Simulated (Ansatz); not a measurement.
## LaFeGe in Ansatz: convergence with smearing width

Crystal: LaFeGe.

```
CELL_PARAMETERS angstrom
4.23181 0.00000 0.00000
-2.11590 3.66485 0.00000
0.00000 0.00000 4.28578
ATOMIC_POSITIONS crystal
La 0.00000 0.00000 0.00000
Ge 0.66667 0.33333 0.50000
Fe 0.33333 0.66667 0.50000
```

The cell comes from a database or a generator and needn't be the stable form of this composition.

```yaml
Program: Ansatz 0.2.0
Task: convergence study
Functional: PBEsol
Potentials_or_basis: Ansatz PAW
Cutoff: "420 eV (not typed: the program's choice for these potentials)"
k_mesh: 6 × 6 × 5
Occupations: gaussian, width 0.3 eV
Spin: collinear spin, ferromagnetic start
Starting_moments: "[0.0, 0.0, 3.0] μB"
```

These are the settings of the first run; the series varies smearing width, with any setting tied to it.

Hardware: 2 threads of Arm Neoverse V2, on a shared host.

```csv
smearing width,"energy less the tightest run, at zero smearing (meV/atom)",pressure (GPa),absolute moment (μB),SCF cycles,CPU time (s),peak memory (GiB)
0.3 eV,-0.86,-3.83,2.56,17,14,0.38
0.2 eV,0.55,-3.88,2.59,22,18,0.38
0.15 eV,0.75,-3.89,2.60,20,17,0.38
0.1 eV,0.35,-3.89,2.61,20,17,0.38
0.05 eV,-0.06,-3.84,2.63,16,14,0.38
0.025 eV,-0.05,-3.83,2.63,20,17,0.38
0.01 eV,-0.02,-3.83,2.63,19,17,0.38
0.005 eV,0.00,-3.81,2.64,24,21,0.38
```

Against the tightest run, the energy stays within 1 meV/atom from 0.3 eV on; the pressure stays within 0.1 GPa from 0.3 eV on; the absolute moment stays within 0.02 μB from 0.05 eV on. Narrower smearing needs a denser k mesh, so at a fixed mesh the narrowest width isn't the most accurate. The tightest run that finished is the yardstick and may itself not be fully converged.

Caveat, for the tightest run too: the PAW data sets come from PBE, with cores solved anew for the run's functional, which leaves a small shift of forces and pressure. The run has no spin-orbit coupling, so splittings on La are missing.
